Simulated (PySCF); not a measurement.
# KNa (Sodium Potassium): the cost of one run

The runs use PySCF 2.14.0, with density-fitted response routines of our own; the level of theory stands in each step. All values are computed, except where a source is named. Atoms are numbered from 0 throughout.

## (1) The molecule as given

2 atoms, charge 0, multiplicity 1; geometry from: GFN2-xTB. The atoms were then displaced at random by about 0.03 Å, so the start is not that level's minimum.

Bonds of the start (Å): Na0–K1 3.13.

## (2) Relaxing the molecule at PBE0-D3(BJ)/def2-SVP

What the job is given:

```
{"job": {"xc": "PBE0", "basis": "def2-SVP", "d3": "d3bj", "grid": 1, "shake": 0.03, "kind": "geom"}, "charge": 0, "multiplicity": 1}
Na     1.589200    -0.081830     0.006110
K     -1.539490    -0.005880    -0.028340
```

Command:

```bash
$ OMP_NUM_THREADS=1 python probes_run.py task.json out
```

The driver reads the jobs from task.json and runs them one after another.

**Question.** How long does this first job take on 1 thread of Arm Neoverse V1, shared host, and how much memory does it need?

About 2 s, with a peak of 0.23 GiB.
